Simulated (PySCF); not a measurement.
# C2H6AlCl (dimethylaluminum chloride): levels of theory compared

We compute a comparison of 4 runs (CAM-B3LYP/cc-pVDZ, SVWN5/cc-pVDZ, r2SCAN/cc-pVDZ, wB97X/cc-pVDZ) of C2H6AlCl (dimethylaluminum chloride). Input form: a Python script.

Program for the calculation: PySCF 2.14.0.

1 further run of the same task is left out (set aside as unsound or not needed). Runs told in other sessions of the task aren't counted.

### 1 The molecule

C2H6AlCl has 10 atoms, charge 0, and is taken as a singlet. As SMILES, `[CH3][Al]([CH3])[Cl]`. The Al2–Cl4 distance was set to 2.748 Å, away from the relaxed value.

Bond lengths: C1–Al2 1.942 Å, Al2–C3 1.942 Å, C1–H5 1.092 Å, C1–H6 1.095 Å, C1–H7 1.095 Å, C3–H8 1.095 Å, C3–H9 1.093 Å, C3–H10 1.094 Å. Some angles: C1–Al2–C3 125.8°, Al2–C1–H5 112.5°, Al2–C1–H6 110.7°, Al2–C1–H7 110.7°, Al2–C3–H8 110.7°, Al2–C3–H9 112.6°, Al2–C3–H10 110.7°, H5–C1–H6 108.1°, H5–C1–H7 108.1°, H6–C1–H7 106.4°.

### 2 A single-point energy at CAM-B3LYP/cc-pVDZ (run 1)

run.py reads:

```python
from pyscf import gto, dft

mol = gto.M(
    atom='''
C   -0.259709   1.835664  -0.661311
Al   0.005691   0.030864   0.005489
C    1.000191  -0.454736   1.601389
Cl  -1.112300  -2.038200  -1.415400
H   -0.863409   1.861264  -1.570411
H   -0.752209   2.458864   0.092489
H    0.701791   2.313064  -0.878111
H    0.360391  -0.993736   2.307189
H    1.416691   0.414164   2.116689
H    1.824891  -1.130036   1.353089
''',
    max_memory=1860,
    spin=0,
    verbose=4,
    basis='cc-pvdz',
    charge=0,
)

mf = dft.RKS(mol, xc='cam-b3lyp')
mf.conv_tol = 1e-10
mf.grids.level = 5
mf.kernel()
if not mf.converged:
    mf = mf.newton().run(mf.mo_coeff, mf.mo_occ)

e_final = mf.e_tot
print('E = %.10f Eh' % e_final)
```

Started as:

```
$ OMP_NUM_THREADS=1 python run.py
```

Output:

```text
PySCF version 2.14.0

[... 80 lines left out ...]
converged SCF energy = -782.454346536043
E = -782.4543465360 Eh
```

Run time: 38 s. Hardware: 1 thread of Arm Neoverse V2, shared host; peak memory 0.48 GiB.

### 3 A single-point energy at SVWN5/cc-pVDZ (run 2)

job.py reads:

```python
from pyscf import gto, dft

mol = gto.Mole()
mol.atom = '''
C       -0.259709       1.835664      -0.661311
Al       0.005691       0.030864       0.005489
C        1.000191      -0.454736       1.601389
Cl      -1.112300      -2.038200      -1.415400
H       -0.863409       1.861264      -1.570411
H       -0.752209       2.458864       0.092489
H        0.701791       2.313064      -0.878111
H        0.360391      -0.993736       2.307189
H        1.416691       0.414164       2.116689
H        1.824891      -1.130036       1.353089
'''
mol.basis = 'cc-pvdz'
mol.spin = 0
mol.max_memory = 1860
mol.verbose = 4
mol.charge = 0
mol.build()

calc0 = dft.RKS(mol)
calc0.xc = 'svwn'
calc0.conv_tol = 1e-10
calc0.grids.level = 5
calc0.kernel()
if not calc0.converged:
    calc0 = calc0.newton().run(calc0.mo_coeff, calc0.mo_occ)

etot = calc0.e_tot
print('E(%s) = %.9f' % ('SVWN5', etot))
```

Started as:

```
$ OMP_NUM_THREADS=1 python job.py
```

Output:

```text
PySCF version 2.14.0

[... 84 lines left out ...]
converged SCF energy = -779.173591043304
E(SVWN5) = -779.173591043
```

It took 17 s on 1 thread of Arm Neoverse V2, shared host; peak memory 0.34 GiB.

Run 3 isn't shown in full; the table further down has it.

### 4 A single-point energy at wB97X/cc-pVDZ (run 4)

geometry.xyz reads:

```xyz
10
C2H6AlCl
C     -0.259709     1.835664    -0.661311
Al     0.005691     0.030864     0.005489
C      1.000191    -0.454736     1.601389
Cl    -1.112300    -2.038200    -1.415400
H     -0.863409     1.861264    -1.570411
H     -0.752209     2.458864     0.092489
H      0.701791     2.313064    -0.878111
H      0.360391    -0.993736     2.307189
H      1.416691     0.414164     2.116689
H      1.824891    -1.130036     1.353089
```

run.py reads:

```python
from pyscf import gto, dft

molecule = gto.M(
    atom='geometry.xyz',
    max_memory=1860,
    basis='cc-pvdz',
    verbose=3,
)

mf = dft.RKS(molecule)
mf.xc = 'wb97x'
mf.conv_tol = 1e-10
mf.grids.level = 5
mf.kernel()
if not mf.converged:
    mf = mf.newton().run(mf.mo_coeff, mf.mo_occ)

e_tot = mf.e_tot
print(f'total energy: {e_tot:.8f} hartree')
```

Started as:

```
$ OMP_NUM_THREADS=1 python run.py
```

Output:

```text
converged SCF energy = -782.464043435112
total energy: -782.46404344 hartree
```

It took 38 s on 1 thread of Arm Neoverse V2, shared host; peak memory 0.48 GiB.

### 5 All runs side by side

```csv
run,level,energy (Eh),dipole moment (D),HOMO energy (eV),LUMO energy (eV),wall time
1,CAM-B3LYP/cc-pVDZ,-782.454347,5.55,-8.65,-0.44,38 s
2,SVWN5/cc-pVDZ,-779.173591,5.27,-6.05,-2.31,17 s
3,r2SCAN/cc-pVDZ,-782.386276,5.47,-6.32,-1.86,51 s
4,wB97X/cc-pVDZ,-782.464043,5.75,-9.75,0.51,38 s
```

### 6 Summary of results

```
            quantity          value
 run 4: total energy  -782.46404 Eh
run 4: dipole moment         5.75 D
  run 4: HOMO energy       -9.75 eV
  run 4: LUMO energy        0.51 eV
run 4: HOMO–LUMO gap       10.25 eV
```

In words: The dipole moment (its size) runs from 5.27 D (SVWN5/cc-pVDZ) to 5.75 D (wB97X/cc-pVDZ). The HOMO–LUMO gap runs from 3.75 eV (SVWN5/cc-pVDZ) to 10.25 eV (wB97X/cc-pVDZ). Totals of different functionals can't be ranked against each other. All runs together took 2.4 min, the longest 51 s.
